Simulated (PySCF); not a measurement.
**S⁻: changing the method**

What do other methods print for S⁻?

Method: each script names its method and basis; program: PySCF 2.14.0.

1 further run of the same task is left out (it didn't finish).

## 1. The atom

S⁻: 1 atom, charge -1, spin multiplicity 2.

## 2. The base run

input.py

```python
from pyscf import gto, dft

mol = gto.M(
    atom='S 0 0 0',
    basis='3-21g',
    charge=-1,
    spin=1,
    verbose=3,
)
mf = dft.UKS(mol, xc='blyp')
mf.kernel()
mf.dip_moment()
print('orbital energies (hartree):', [e[max(0, n-3):n+3].round(4) for e, n in zip(mf.mo_energy, mol.nelec)])
```

Started as:

```
$ python input.py
```

Its log is not repeated here.

In short: E(SCF) = -396.183844 Eh, ⟨S²⟩ = 0.750.

## 3. EOM-EE (UHF)

Edit 1 changes step after the SCF: none → eomee; SCF type: UKS → UHF; functional: blyp → none (Hartree–Fock); frozen orbitals: none → 5; number of roots: none → 5.

input.py

```python
from pyscf import gto, scf, cc

mol = gto.M(
    atom='S 0 0 0',
    basis='3-21g',
    charge=-1,
    spin=1,
    verbose=3,
)
mf = scf.UHF(mol)
mf.kernel()
mycc = cc.CCSD(mf, frozen=5)
mycc.kernel()
e = mycc.eeccsd(nroots=5)[0]
print('roots (eV) =', (e*27.211386).round(3))
mf.dip_moment()
print('orbital energies (hartree):', [e[max(0, n-3):n+3].round(4) for e, n in zip(mf.mo_energy, mol.nelec)])
```

Started as:

```
$ python input.py
```

## 4. CASSCF (ROHF)

Edit 2 changes step after the SCF: none → casscf; SCF type: UKS → ROHF; functional: blyp → none (Hartree–Fock); active space: none → 5 electrons in 6 orbitals.

input.py

```python
from pyscf import gto, scf, mcscf

mol = gto.M(
    atom='S 0 0 0',
    basis='3-21g',
    charge=-1,
    spin=1,
    verbose=3,
)
mf = scf.ROHF(mol)
mf.kernel()
mc = mcscf.CASSCF(mf, 6, 5)
mc.kernel()
mc.analyze()
mf.dip_moment()
print('orbital energies (hartree):', mf.mo_energy[..., max(0, mol.nelec[1]-3):mol.nelec[0]+3].round(4))
```

## 5. Pbe0

Edit 3 changes functional: blyp → pbe0.

Edit input.py of step 2 so:

```diff
@@ -9,3 +9,3 @@
 )
-mf = dft.UKS(mol, xc='blyp')
+mf = dft.UKS(mol, xc='pbe0')
 mf.kernel()
```

## 6. R2scan

Edit 4 changes functional: blyp → r2scan.

Edit input.py of step 2 so:

```diff
@@ -9,3 +9,3 @@
 )
-mf = dft.UKS(mol, xc='blyp')
+mf = dft.UKS(mol, xc='r2scan')
 mf.kernel()
```

## 7. TDDFT

Edit 5 changes step after the SCF: none → tddft; number of roots: none → 6.

Edit input.py of step 2 so:

```diff
@@ -1,2 +1,2 @@
-from pyscf import gto, dft
+from pyscf import gto, dft, tdscf
 
@@ -11,2 +11,6 @@
 mf.kernel()
+td = tdscf.TDDFT(mf)
+td.nstates = 6
+td.kernel()
+td.analyze()
 mf.dip_moment()
```

What does the calculation give? Wanted: for each run, E(SCF); from base; gap, α spin; after the SCF.

As calculated:

```csv
run,E(SCF) (hartree),from base (eV),"gap, α spin (eV)",after the SCF
base,-396.183844,0,15.23,n/a
EOM-EE (UHF),-395.564566,not comparable,25.71,"CCSD correlation -1.051 eV, core frozen, first root 0.00 eV"
CASSCF (ROHF),-395.564495,not comparable,n/a,CASSCF correlation -0.553 eV
pbe0,-396.058720,not comparable,17.97,n/a
r2scan,-396.148441,not comparable,16.36,n/a
TDDFT,-396.183844,0.0000,15.23,lowest root found 10.69 eV
```

**Reading.** The highest filled level of this anion is positive: the basis lacks diffuse functions or the electron is not bound, so these numbers hang on the basis. The α-spin gap between the frontier levels is 15.2 eV with blyp (0 % exact exchange) and 18.0 eV with pbe0 (25 %): exact exchange opens it. Total energies of different functionals can't be compared with each other; differences within one functional can.
